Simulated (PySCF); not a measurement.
# C4H5FOSi: the cost of one run

Programs: PySCF 2.14.0, with density-fitted response routines of our own. Each step states its level of theory. These are calculated values for one molecule in the gas phase, unless marked as measured. Atoms count from 0, in the outputs and in this text.

## 1. Starting geometry

12 atoms, charge 0, multiplicity 1; geometry from: GFN2-xTB. The atoms were then displaced at random by about 0.01 Å, so the start is not that level's minimum.

Bonds of the start (Å): F0–C1 1.31, C1–C2 1.36, C2–O3 1.39, O3–C4 1.33, C4–Si5 1.88, C4–C6 1.37, C6–C1 1.43, C2–H7 1.04, Si5–H8 1.47, Si5–H9 1.45, Si5–H10 1.47, C6–H11 1.07.

## 2. Optimising the geometry at PBE0-D3(BJ)/def2-SVP

Job settings and geometry (Å):

```
{"job": {"xc": "PBE0", "basis": "def2-SVP", "d3": "d3bj", "grid": 1, "shake": 0.01, "kind": "geom"}, "charge": 0, "multiplicity": 1}
F     -2.975990     1.138400     0.225580
C     -1.855150     0.496450     0.031970
C     -1.736510    -0.735750    -0.538450
O     -0.385800    -1.066740    -0.550520
C      0.290500    -0.063910    -0.008070
Si     2.152260    -0.261070     0.102070
C     -0.547820     0.945130     0.381740
H     -2.415430    -1.418020    -0.934320
H      2.682990     0.950880     0.748030
H      2.680790    -0.438530    -1.240130
H      2.442500    -1.452060     0.922240
H     -0.292640     1.876950     0.850830
```

Run with:

```
$ OMP_NUM_THREADS=1 python probes_run.py task.json out
```

The driver reads the jobs from task.json and runs them one after another.

Q: Estimate the wall time and peak memory of this first job on 1 thread of Arm Neoverse V1, shared host.

About 1.7 min, with a peak of 0.53 GiB.
